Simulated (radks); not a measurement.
# Valence configurations of Nd

Aim: which of several valence configurations of Nd lies lowest at this level, and whether it is the one NIST lists ([Xe] 4f4 6s2).

The numbers are computed with radks (a radial shooting solver on a logarithmic mesh, Libxc functionals) version 1 (scalar-relativistic Kohn-Sham, PBE, spin-polarised, spherical densities, point nucleus; open shells are filled with parallel spins first), except any that are marked as measured or tabulated.

**1. What is computed**

```
element       : neodymium (Z = 60)
charge        : 0
electrons     : 60
configuration : [Xe] 4f4 6s2
others tried  : 4f3 5d1 6s2; 4f2 6s2 6p2; 4f2 5d1 6s1 6p2; 4f1 5d1 6s2 6p2; 4f2.5 5d1 6s1 6p1.5; 4f4 6p2; 4f4 5d1 6s1; 4f3 5d0.5 6s1 6p1.5; 4f2 5d1 6s2 6p1
```

Outer shells as boxes (Hund's rule):

Nd
```
[Xe] core
4f [↑ ][↑ ][↑ ][↑ ][  ][  ][  ]
6s [↑↓]
```

**2. [Xe] 4f4 6s2**

Input:

```text
Z 60
configuration [Xe] 4f4 6s2
relativity scalar-relativistic
functional pbe,pbe
spin polarised
nucleus point
c 137.035999084
```

**3. [Xe] 4f3 5d1 6s2**

Input:

```text
Z 60
configuration [Xe] 4f3 5d1 6s2
relativity scalar-relativistic
functional pbe,pbe
spin polarised
nucleus point
c 137.035999084
```

**4. [Xe] 4f2 6s2 6p2**

Input:

```text
Z 60
configuration [Xe] 4f2 6s2 6p2
relativity scalar-relativistic
functional pbe,pbe
spin polarised
nucleus point
c 137.035999084
```

**5. [Xe] 4f2 5d1 6s1 6p2**

Input:

```text
Z 60
configuration [Xe] 4f2 5d1 6s1 6p2
relativity scalar-relativistic
functional pbe,pbe
spin polarised
nucleus point
c 137.035999084
```

**6. [Xe] 4f1 5d1 6s2 6p2**

Input:

```text
Z 60
configuration [Xe] 4f1 5d1 6s2 6p2
relativity scalar-relativistic
functional pbe,pbe
spin polarised
nucleus point
c 137.035999084
```

**7. [Xe] 4f2.5 5d1 6s1 6p1.5**

Input:

```text
Z 60
configuration [Xe] 4f2.5 5d1 6s1 6p1.5
relativity scalar-relativistic
functional pbe,pbe
spin polarised
nucleus point
c 137.035999084
```

**8. [Xe] 4f4 6p2**

Input:

```text
Z 60
configuration [Xe] 4f4 6p2
relativity scalar-relativistic
functional pbe,pbe
spin polarised
nucleus point
c 137.035999084
```

**9. [Xe] 4f4 5d1 6s1**

Input:

```text
Z 60
configuration [Xe] 4f4 5d1 6s1
relativity scalar-relativistic
functional pbe,pbe
spin polarised
nucleus point
c 137.035999084
```

**10. [Xe] 4f3 5d0.5 6s1 6p1.5**

Input:

```text
Z 60
configuration [Xe] 4f3 5d0.5 6s1 6p1.5
relativity scalar-relativistic
functional pbe,pbe
spin polarised
nucleus point
c 137.035999084
```

**11. [Xe] 4f2 5d1 6s2 6p1**

Input:

```text
Z 60
configuration [Xe] 4f2 5d1 6s2 6p1
relativity scalar-relativistic
functional pbe,pbe
spin polarised
nucleus point
c 137.035999084
```

**Question.** What will these runs give? Wanted: for each run, valence; E − E(NIST configuration); moment; highest level; its energy; 1s shift.

The runs gave:

| valence | E − E(NIST configuration) (eV) | moment (μB) | highest level | its energy (eV) | 1s shift (eV) |
| --- | --- | --- | --- | --- | --- |
| 4f4 6s2 | 0.000 | 4 | 4f up | -2.555 | +0.00 |
| 4f4 5d1 6s1 | 1.003 | 6 | 4f up | -1.312 | +1.20 |
| 4f3 5d1 6s2 | 2.441 | 4 | 5d up | -3.262 | -6.23 |
| 4f4 6p2 | 4.202 | 6 | 6p up | -2.505 | -2.16 |
| 4f3 5d0.5 6s1 6p1.5 | 5.370 | 6 | 6p up | -2.593 | -8.71 |
| 4f2.5 5d1 6s1 6p1.5 | 8.514 | 6 | 6p up | -2.641 | -12.28 |
| 4f2 5d1 6s2 6p1 | 12.852 | 4 | 6p up | -2.518 | -16.87 |
| 4f2 5d1 6s1 6p2 | 14.899 | 6 | 6p up | -3.108 | -17.71 |
| 4f2 6s2 6p2 | 17.510 | 4 | 6p up | -3.402 | -20.38 |
| 4f1 5d1 6s2 6p2 | 32.187 | 4 | 6p up | -3.495 | -28.80 |

**Reading.** Theory agrees with NIST among these: the next, 4f4 5d1 6s1, lies 1.003 eV higher. The energies are those of spherical high-spin densities, not of single terms. The 1s eigenvalue shifts by up to 28.80 eV as the valence charge is rearranged.
